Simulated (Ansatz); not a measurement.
# Al3Pd (Pm-3m) in Ansatz: equation of state

How stiff is Al3Pd in PBEsol, and what volume does it want? The cell is scaled to several volumes.

Program: Ansatz 0.2.0. These are calculated values, not measurements. Logs are shortened: lines on timing, memory, paths and dates and some standing lists are left out, and cuts for length are marked.

## 1. The crystal as given

The structure is cubic, space group Pm-3m (No. 221). The conventional cell has a = 3.947 Å, b = 3.947 Å, c = 3.947 Å, α = 90.00°, β = 90.00°, γ = 90.00°. Pd (site symmetry m-3m) is surrounded by 12 Al at 2.79 Å. Around Al (site symmetry 4/mmm) lie 4 Pd at 2.79 Å and 8 Al at 2.79 Å.

The cell comes from a database or a generator and needn't be the stable form of this composition.

## 2. Single point, PBEsol, 14.45 Å³/atom (volume scaled by 0.94)

Input file input.yaml:

```yaml
crystal:
  lattice:
    - [3.8663382084, 0.0, 0.0]
    - [0.0, 3.8663382084, 0.0]
    - [0.0, 0.0, 3.8663382084]
  atoms:
    - { symbol: Pd, position: [0.0, 0.0, 0.0] }
    - { symbol: Al, position: [0.5, 0.5, 0.0] }
    - { symbol: Al, position: [0.5, 0.0, 0.5] }
    - { symbol: Al, position: [0.0, 0.5, 0.5] }
hamiltonian:
  xc: pbesol
  pseudopotentials: { kind: paw }
kpoints:
  mp_grid: { grid: [7, 7, 7] }
scf:
  occupations: { method: fermi_dirac, width: 0.05 }
output:
  forces: true
  stress: true
  eigenvalues: true
```

Potentials or basis: Ansatz PAW.

Command:

```sh
ansatz run input.yaml --threads 2 --pin off --max-ram 5632MiB --backend cpu --events-out ev --progress --plain --runs-dir out
```

Output:

```text
Warning: RAYON_NUM_THREADS=2 ignored (pool sized by the plan → 2); use --threads N
Engine: ansatz 0.2.0, aarch64-unknown-linux-gnu
Pseudopotentials: kind: paw
Pseudopotential: Pd, paw, valence charge 18, recommended cutoff 420 eV (normal), Pd.paw.azcp
Pseudopotential: Al, paw, valence charge 3, recommended cutoff 420 eV (normal), Al.paw.azcp
Functional definition: PBEsol
  exchange = pbesol_x
  correlation = pbesol_c
Crystal: 4 atoms, lattice volume = 57.796 Å³
Basis set: ecut = 420 eV, 1141 PW (Γ), exchange–correlation on 54×54×54 points (8 copies of the dense FFT grid, shifted against one another)
Bands: 18, of which v1, the nominal top of the filled ones, is band 14 counted from 1 (13 counted from 0)
Symmetry: 48 space group operations
Space group: Pm-3m (ITA 221), of the structure as read, at distance tolerance 3.9e-5 Å
k-points: 20 of 343
Non-local potential: Pd, projectors of the file, l = 0: 2, l = 1: 2, l = 2: 2, l = 3: 1
Non-local potential: Al, projectors of the file, l = 0: 2, l = 1: 2, l = 2: 1
PAW form: soft (Blöchl's): semilocal exchange-correlation on the pseudo side does not see the compensation charge
PAW frozen core: Pd, regenerated for the run's functional, and the local potential with it (the file was generated under x = pbe(κ = 0.804, μ = 0.2195149727645171), c = pbe(β = 0.06672455060314922))
PAW frozen core: Al, regenerated for the run's functional, and the local potential with it (the file was generated under x = pbe(κ = 0.804, μ = 0.2195149727645171), c = pbe(β = 0.06672455060314922))
PAW one-centre angular grid: Pd, 590 points (default); XC on 64 Gauss nodes
PAW one-centre angular grid: Al, 110 points (default); XC on 64 Gauss nodes
Initial density: superposition of atomic densities (neutral atoms: chi_scale 0, normalization atom), corrected by the library's trained network
Initial wavefunctions: pseudopotential atomic-orbital guess
Functional: x = pbesol(κ = 0.804, μ = 0.12345679012345678), c = pbesol(β = 0.046)
SCF iter   1: F=—  HF=-8481.621456 eV  |F-HF|=—  |Δ(HF+E_count)|=         —  Δρ=8.18e-3  dr2=5.15e-2  ethr=1.77e-3  ⟨swp⟩=6.1  Hψ=1959  notcnv=0
preconditioner: auto → Kerker (q_TF=auto, 2.403 Å⁻¹)  [metal: Δε(μ)=0.010 eV  Ē_g=7.479 eV  σ=0.050 eV  W_gap=0.05  n_scr=18 (ndim 8)  ℏωp=21.3 eV  f_vac=0.000  D(μ)=3.15/eV (n_scr^D=26)]
SCF iter   2: F=—  HF=-8481.613950 eV  |F-HF|=—  |Δ(HF+E_count)|=   7.51e-3  Δρ=2.91e-3  dr2=7.82e-3  ethr=1.91e-4  ⟨swp⟩=1.9  Hψ=578  notcnv=0  defer=2
SCF iter   3: F=—  HF=-8481.612610 eV  |F-HF|=—  |Δ(HF+E_count)|=   1.34e-3  Δρ=7.51e-4  dr2=6.29e-4  ethr=2.90e-5  ⟨swp⟩=1.6  Hψ=417  notcnv=0  defer=2
SCF iter   4: F=—  HF=-8481.612444 eV  |F-HF|=—  |Δ(HF+E_count)|=   1.66e-4  Δρ=1.24e-4  dr2=1.23e-5  ethr=2.33e-6  ⟨swp⟩=2.4  Hψ=521  notcnv=0  defer=2
SCF iter   5: F=—  HF=-8481.612437 eV  |F-HF|=—  |Δ(HF+E_count)|=   7.76e-6  Δρ=2.03e-5  dr2=1.73e-7  ethr=4.56e-8  ⟨swp⟩=2.0  Hψ=537  notcnv=0  defer=2
SCF iter   6: F=-8481.612437 eV  HF=-8481.612437 eV  |F-HF|=2.51e-9  |Δ(HF+E_count)|=   2.94e-8  Δρ=2.67e-6  dr2=4.62e-9  ethr=3.70e-10  ⟨swp⟩=5.2  Hψ=1531  notcnv=0
SCF 1 converged in 6 iterations: F = -8481.612437 eV  dr2 = 4.62e-9
SCF converged after 6 iterations
Free energy (F): -8481.612437 eV
Harris-Foulkes:  -8481.612437 eV  (|F-HF|=2.51e-9)
Internal energy: -8481.588522 eV  (E = F + TS)
E sigma→0 (E₀):  -8481.600479 eV
Entropy (-TS):   -0.023915 eV (-5.979 meV/atom)
Fermi energy:    12.548106 eV
--- Per-component energies (eV) ---
  E_band       = -226.536583
  E_kinetic    = 589.702369
  E_local      = -3013.476280  (includes V_loc(G=0)·N_el)
  E_nonlocal   = 248.858614
  E_hartree    = 1296.440543
  E_xc         = -289.573238
  E_vxc        = -303.502098  (∫ρ·V_xc dr)
  E_paw        = -5049.330738  (= ΣΔE_a)
  E_vpaw       = -340.997570  (= ΣTr[D̂ρ^β])
  E_aug_tail   = 0.000192  (compensation charges beyond the density's cutoff)
  E_ewald      = -2264.569925
  E_core_change = 0.359941  (= ΣΔE_core)
  E_smearing   = -0.023915  (= −TS)
  E_closure    = 0.000000  (closes the sum)
  Σ components = -8481.612437   (vs F -8481.612437, Δ=0.00e0)
--- Forces (eV/Å), atoms counted from 1 ---
  atom   1  Pd     0.00000000    -0.00000000     0.00000000
  atom   2  Al     0.00000000    -0.00000000     0.00000000
  atom   3  Al     0.00000000    -0.00000000     0.00000000
  atom   4  Al     0.00000000    -0.00000000     0.00000000
  max |Σ_I F_I| component: 1.18e-30 eV/Å
--- Stress (GPa, compression-positive) ---
        5.883496       0.000000       0.000000
        0.000000       5.883496       0.000000
        0.000000       0.000000       5.883496
  P = ⅓ Tr σ = 5.8835 GPa (58.835 kbar)
--- Band table (eV; the first three rows and the last of 20) ---
  k-point 0: bands = ["-72.8701", "-38.6293", "-38.6293", "-38.6293", "0.9813", "7.0926", "7.0926", "8.5354", "8.5354", "8.5354", "10.0697", "10.0697", "10.0697", "12.4284", "14.6141", "14.6141", "18.5700", "18.5700"]
  k-point 1: bands = ["-72.8701", "-38.6300", "-38.6292", "-38.6292", "1.1903", "6.8278", "7.1551", "8.2908", "8.2908", "8.5520", "9.2631", "10.4985", "10.4985", "13.0607", "14.5663", "15.4849", "17.6242", "17.6242"]
  k-point 2: bands = ["-72.8701", "-38.6317", "-38.6291", "-38.6291", "1.8076", "5.6903", "7.3034", "7.9281", "7.9281", "8.5896", "8.9201", "11.4243", "11.4243", "13.3205", "14.4252", "15.8310", "15.8310", "17.2220"]
  k-point 19: bands = ["-72.8699", "-38.6323", "-38.6323", "-38.6323", "5.4652", "6.1266", "6.1266", "7.7458", "8.0408", "8.2995", "8.2995", "9.4285", "9.4285", "11.4647", "12.1031", "12.1031", "12.7154", "22.8379"]
```

It took 0.72 s on 2 threads of Arm Neoverse V2, shared host; peak memory 0.3 GiB.

What came out:

```
Free energy            : -8481.6124 eV
Pressure               : 5.9 GPa
Band gap on the k mesh : none (metal or under the smearing width)
```

Caveat: the PAW data sets come from PBE, with cores solved anew for the run's functional, which leaves a small shift of forces and pressure.

## 3. Single point, PBEsol, 14.76 Å³/atom (volume scaled by 0.96)

Changes to input.yaml since step 2:

```diff
@@ -2,5 +2,5 @@
   lattice:
-    - [3.8663382084, 0.0, 0.0]
-    - [0.0, 3.8663382084, 0.0]
-    - [0.0, 0.0, 3.8663382084]
+    - [3.8935668393, 0.0, 0.0]
+    - [0.0, 3.8935668393, 0.0]
+    - [0.0, 0.0, 3.8935668393]
   atoms:
```

Potentials or basis: Ansatz PAW.

Command:

```sh
ansatz run input.yaml --threads 2 --pin off --max-ram 5632MiB --backend cpu --events-out ev --progress --plain --runs-dir out
```

Run time: 0.73 s. Hardware: 2 threads of Arm Neoverse V2, shared host; peak memory 0.3 GiB.

The run converged. Its results:

```yaml
Free_energy: -8481.6463 eV
Pressure: 3.0 GPa
Band_gap_on_the_k_mesh: none (metal or under the smearing width)
```

Caveat: the PAW data sets come from PBE, with cores solved anew for the run's functional, which leaves a small shift of forces and pressure.

## 4. Single point, PBEsol, 15.06 Å³/atom (volume scaled by 0.98)

Changes to input.yaml since step 3:

```diff
@@ -2,5 +2,5 @@
   lattice:
-    - [3.8935668393, 0.0, 0.0]
-    - [0.0, 3.8935668393, 0.0]
-    - [0.0, 0.0, 3.8935668393]
+    - [3.920419873, 0.0, 0.0]
+    - [0.0, 3.920419873, 0.0]
+    - [0.0, 0.0, 3.920419873]
   atoms:
```

Command:

```sh
ansatz run input.yaml --threads 2 --pin off --max-ram 5632MiB --backend cpu --events-out ev --progress --plain --runs-dir out
```

It took 0.75 s on 2 threads of Arm Neoverse V2, shared host; peak memory 0.3 GiB.

Results (log left out):

| Property | Result |
| --- | --- |
| Free energy | -8481.6593 eV |
| Pressure | 0.4 GPa |
| Band gap on the k mesh | none (metal or under the smearing width) |

Caveat: the PAW data sets come from PBE, with cores solved anew for the run's functional, which leaves a small shift of forces and pressure.

## 5. Single point, PBEsol, 15.37 Å³/atom

Changes to input.yaml since step 4:

```diff
@@ -2,5 +2,5 @@
   lattice:
-    - [3.920419873, 0.0, 0.0]
-    - [0.0, 3.920419873, 0.0]
-    - [0.0, 0.0, 3.920419873]
+    - [3.94691, 0.0, 0.0]
+    - [0.0, 3.94691, 0.0]
+    - [0.0, 0.0, 3.94691]
   atoms:
```

Potentials or basis: Ansatz PAW.

Command:

```sh
ansatz run input.yaml --threads 2 --pin off --max-ram 5632MiB --backend cpu --events-out ev --progress --plain --runs-dir out
```

Output:

```text
Warning: RAYON_NUM_THREADS=2 ignored (pool sized by the plan → 2); use --threads N
Engine: ansatz 0.2.0, aarch64-unknown-linux-gnu
Pseudopotentials: kind: paw
Pseudopotential: Pd, paw, valence charge 18, recommended cutoff 420 eV (normal), Pd.paw.azcp
Pseudopotential: Al, paw, valence charge 3, recommended cutoff 420 eV (normal), Al.paw.azcp
Functional definition: PBEsol
  exchange = pbesol_x
  correlation = pbesol_c
Crystal: 4 atoms, lattice volume = 61.485 Å³
Basis set: ecut = 420 eV, 1213 PW (Γ), exchange–correlation on 54×54×54 points (8 copies of the dense FFT grid, shifted against one another)
Bands: 18, of which v1, the nominal top of the filled ones, is band 14 counted from 1 (13 counted from 0)
Symmetry: 48 space group operations
Space group: Pm-3m (ITA 221), of the structure as read, at distance tolerance 3.9e-5 Å
k-points: 20 of 343
Non-local potential: Pd, projectors of the file, l = 0: 2, l = 1: 2, l = 2: 2, l = 3: 1
Non-local potential: Al, projectors of the file, l = 0: 2, l = 1: 2, l = 2: 1
PAW form: soft (Blöchl's): semilocal exchange-correlation on the pseudo side does not see the compensation charge
PAW frozen core: Pd, regenerated for the run's functional, and the local potential with it (the file was generated under x = pbe(κ = 0.804, μ = 0.2195149727645171), c = pbe(β = 0.06672455060314922))
PAW frozen core: Al, regenerated for the run's functional, and the local potential with it (the file was generated under x = pbe(κ = 0.804, μ = 0.2195149727645171), c = pbe(β = 0.06672455060314922))
PAW one-centre angular grid: Pd, 590 points (default); XC on 64 Gauss nodes
PAW one-centre angular grid: Al, 110 points (default); XC on 64 Gauss nodes
Initial density: superposition of atomic densities (neutral atoms: chi_scale 0, normalization atom), corrected by the library's trained network
Initial wavefunctions: pseudopotential atomic-orbital guess
[... 13 lines left out ...]
Internal energy: -8481.629115 eV  (E = F + TS)
E sigma→0 (E₀):  -8481.641297 eV
Entropy (-TS):   -0.024364 eV (-6.091 meV/atom)
Fermi energy:    11.603712 eV
--- Per-component energies (eV) ---
  E_band       = -245.281297
  E_kinetic    = 585.223761
  E_local      = -3084.404962  (includes V_loc(G=0)·N_el)
  E_nonlocal   = 248.623557
  E_hartree    = 1323.425714
  E_xc         = -287.507191
  E_vxc        = -300.833662  (∫ρ·V_xc dr)
  E_paw        = -5049.008889  (= ΣΔE_a)
  E_vpaw       = -340.736922  (= ΣTr[D̂ρ^β])
  E_aug_tail   = 0.000195  (compensation charges beyond the density's cutoff)
  E_ewald      = -2218.341241
  E_core_change = 0.359941  (= ΣΔE_core)
  E_smearing   = -0.024364  (= −TS)
  E_closure    = 0.000000  (closes the sum)
  Σ components = -8481.653479   (vs F -8481.653479, Δ=0.00e0)
--- Forces (eV/Å), atoms counted from 1 ---
  atom   1  Pd     0.00000000     0.00000000    -0.00000000
  atom   2  Al    -0.00000000    -0.00000000     0.00000000
  atom   3  Al     0.00000000     0.00000000     0.00000000
  atom   4  Al     0.00000000     0.00000000     0.00000000
  max |Σ_I F_I| component: 7.64e-31 eV/Å
--- Stress (GPa, compression-positive) ---
       -1.884371       0.000000      -0.000000
        0.000000      -1.884371       0.000000
        0.000000       0.000000      -1.884371
  P = ⅓ Tr σ = -1.8844 GPa (-18.844 kbar)
--- Band table (eV; the first three rows and the last of 20) ---
  k-point 0: bands = ["-73.5744", "-39.3299", "-39.3299", "-39.3299", "0.5025", "6.5179", "6.5179", "7.8809", "7.8809", "7.8809", "9.2635", "9.2635", "9.2635", "11.6103", "13.3654", "13.3654", "17.3774", "17.3774"]
  k-point 1: bands = ["-73.5744", "-39.3304", "-39.3298", "-39.3298", "0.7022", "6.2261", "6.5812", "7.6456", "7.6456", "7.8957", "8.5073", "9.6759", "9.6759", "12.1717", "13.3133", "14.2972", "16.4984", "16.4984"]
  k-point 2: bands = ["-73.5743", "-39.3316", "-39.3298", "-39.3298", "1.2922", "5.0625", "6.7323", "7.3030", "7.3030", "7.9293", "8.2157", "10.5612", "10.5612", "12.4115", "13.1626", "14.7735", "14.7735", "16.0579"]
  k-point 19: bands = ["-73.5742", "-39.3321", "-39.3321", "-39.3321", "4.8494", "5.5073", "5.5073", "7.0546", "7.3708", "7.6208", "7.6208", "8.6829", "8.6829", "10.5817", "11.0703", "11.0703", "11.7122", "21.5375"]
```

It took 0.79 s on 2 threads of Arm Neoverse V2, shared host; peak memory 0.3 GiB.

Results:

| Item | Value |
| --- | --- |
| Free energy | -8481.6535 eV |
| Pressure | -1.9 GPa |
| Band gap on the k mesh | none (metal or under the smearing width) |

Caveat: the PAW data sets come from PBE, with cores solved anew for the run's functional, which leaves a small shift of forces and pressure.

## 6. Single point, PBEsol, 15.68 Å³/atom (volume scaled by 1.02)

Changes to input.yaml since step 5:

```diff
@@ -2,5 +2,5 @@
   lattice:
-    - [3.94691, 0.0, 0.0]
-    - [0.0, 3.94691, 0.0]
-    - [0.0, 0.0, 3.94691]
+    - [3.9730492386, 0.0, 0.0]
+    - [0.0, 3.9730492386, 0.0]
+    - [0.0, 0.0, 3.9730492386]
   atoms:
```

Potentials or basis: Ansatz PAW.

Command:

```sh
ansatz run input.yaml --threads 2 --pin off --max-ram 5632MiB --backend cpu --events-out ev --progress --plain --runs-dir out
```

Run time: 0.81 s. Hardware: 2 threads of Arm Neoverse V2, shared host; peak memory 0.3 GiB.

It converged, with:

* Free energy: -8481.6309 eV
* Pressure: -3.9 GPa
* Band gap on the k mesh: none (metal or under the smearing width)

Caveat: the PAW data sets come from PBE, with cores solved anew for the run's functional, which leaves a small shift of forces and pressure.

## 7. Single point, PBEsol, 15.99 Å³/atom (volume scaled by 1.04)

Changes to input.yaml since step 6:

```diff
@@ -2,5 +2,5 @@
   lattice:
-    - [3.9730492386, 0.0, 0.0]
-    - [0.0, 3.9730492386, 0.0]
-    - [0.0, 0.0, 3.9730492386]
+    - [3.9988489825, 0.0, 0.0]
+    - [0.0, 3.9988489825, 0.0]
+    - [0.0, 0.0, 3.9988489825]
   atoms:
@@ -21 +21,5 @@
   eigenvalues: true
+  write_density: true
+  write_potential: true
+  elf: true
+  volumetric_format: npy
```

Command:

```sh
ansatz run input.yaml --threads 2 --pin off --max-ram 5632MiB --backend cpu --events-out ev --progress --plain --runs-dir out
```

Run time: 1 s. Hardware: 2 threads of Arm Neoverse V2, shared host; peak memory 0.3 GiB.

It converged, with:

- Free energy: -8481.5935 eV
- Pressure: -5.8 GPa
- Band gap on the k mesh: none (metal or under the smearing width)

Caveat: the PAW data sets come from PBE, with cores solved anew for the run's functional, which leaves a small shift of forces and pressure.

## 8. Single point, PBEsol, 16.29 Å³/atom (volume scaled by 1.06)

Changes to input.yaml since step 7:

```diff
@@ -2,5 +2,5 @@
   lattice:
-    - [3.9988489825, 0.0, 0.0]
-    - [0.0, 3.9988489825, 0.0]
-    - [0.0, 0.0, 3.9988489825]
+    - [4.0243200449, 0.0, 0.0]
+    - [0.0, 4.0243200449, 0.0]
+    - [0.0, 0.0, 4.0243200449]
   atoms:
```

Command:

```sh
ansatz run input.yaml --threads 2 --pin off --max-ram 5632MiB --backend cpu --events-out ev --progress --plain --runs-dir out
```

Wall time 1.1 s (2 threads of Arm Neoverse V2, shared host); peak memory 0.3 GiB.

Results (log left out):

```yaml
Free_energy: -8481.5427 eV
Pressure: -7.4 GPa
Band_gap_on_the_k_mesh: none (metal or under the smearing width)
```

Caveat: the PAW data sets come from PBE, with cores solved anew for the run's functional, which leaves a small shift of forces and pressure.

## 9. Equation of state, PBEsol

Potentials or basis: Ansatz PAW.

No new run: the results of the series are fitted here.

What came out:

- Equilibrium volume: 15.12 Å³/atom
- Bulk modulus: 118 GPa
- Pressure derivative of the bulk modulus: 4.6

Energy against volume, from the lowest point:
```tsv
volume (Å³/atom)	energy (meV/atom)
14.449	11.71
14.756	3.23
15.064	0.00
15.371	1.45
15.679	7.08
15.986	16.45
16.294	29.14
```
